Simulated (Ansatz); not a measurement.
# HfN: the crystal squeezed far

How does HfN (rocksalt type) answer strong compression? The runs shown use PAW. Its runs: cell relaxed at zero pressure (PAW); volume scaled by 1 (PAW); volume scaled by 0.94 (PAW); volume scaled by 0.88 (PAW); volume scaled by 0.8 (PAW); volume scaled by 0.72 (PAW); volume scaled by 0.64 (PAW and PAW (partial_waves polarizable)); volume scaled by 0.55 (PAW and PAW (partial_waves polarizable)).

Method: DFT, LDA, PAW with Ansatz's default frozen-core files, scalar-relativistic, in Ansatz 0.2.0.

## (1) The starting structure

Symmetry: Fm-3m, No. 225, cubic system. The conventional cell has a = 4.309 Å, b = 4.309 Å, c = 4.309 Å, α = 90.00°, β = 90.00°, γ = 90.00°. Around Hf (site symmetry m-3m) lie 6 N at 2.15 Å. Around N (site symmetry m-3m) lie 6 Hf at 2.15 Å.

Coordinates:

```xyz
2
Lattice="0.0000 2.1544 2.1544 2.1544 0.0000 2.1544 2.1544 2.1544 0.0000" Properties=species:S:1:pos:R:3 pbc="T T T"
Hf    0.0000    0.0000    0.0000
N     2.1544    2.1544    2.1544
```

Whether this phase is the stable one at these pressures isn't tested.

Atoms are numbered in the order of the input: Hf1, N2.

## (2) Cell relaxed at zero pressure, PAW

The input, input.yaml:

```yaml
crystal:
  lattice:
    - [0.0, 2.15443469, 2.15443469]
    - [2.15443469, 0.0, 2.15443469]
    - [2.15443469, 2.15443469, 0.0]
  atoms:
    - { symbol: Hf, position: [0.0, 0.0, 0.0] }
    - { symbol: "N", position: [0.5, 0.5, 0.5] }
kpoints:
  mp_grid: { grid: [15, 15, 15] }
scf:
  occupations: { method: fermi_dirac, width: 0.1 }
hamiltonian:
  xc: lda
  pseudopotentials: { kind: paw }
output:
  forces: true
  stress: true
  write_density: true
  write_potential: true
  elf: true
  volumetric_format: npy
relax:
  f_tol: 0.005
  max_steps: 40
  cell: {}
```

Command:

```bash
ansatz run input.yaml --threads 1 --pin off --max-ram 2048MiB --backend cpu --events-out ev --progress --plain --runs-dir out
```

Further steps of the session: Volume scaled by 1, PAW; Volume scaled by 0.94, PAW; Volume scaled by 0.88, PAW; Volume scaled by 0.8, PAW; Volume scaled by 0.72, PAW; Volume scaled by 0.64, PAW; Volume scaled by 0.64, PAW (partial_waves polarizable); Volume scaled by 0.55, PAW; Volume scaled by 0.55, PAW (partial_waves polarizable).

What does the calculation give? Wanted: PAW pressure at 0.55 of the volume; PAW; fitted bulk modulus at zero pressure.

The runs gave:

| quantity | value |
| --- | --- |
| PAW pressure at 0.55 of the volume | 624.7 GPa |
| PAW (partial_waves polarizable) pressure at 0.55 of the volume | 624.7 GPa |
| fitted bulk modulus at zero pressure (PAW) | 306 GPa |
| its pressure derivative | 4.08 |

At 0.55 of the starting volume PAW gives 625 GPa. One third-order Birch-Murnaghan curve follows these points (B₀ = 306 GPa, B′ = 4.08, misfit at most 1.05 GPa). A fit over so wide a range leans to the high pressures, so B₀ can be off by several per cent. No all-electron run checks these rows here, and frozen cores can fail under such compression. The ions are at rest, and the electrons smeared by 0.1 eV. Spin-orbit coupling is left out, though the cell holds Hf; in elements this heavy it can shift bands and gaps by tenths of an eV. HfN has an odd count of electrons, so a run without spin can force a false metal and spoil its energy.
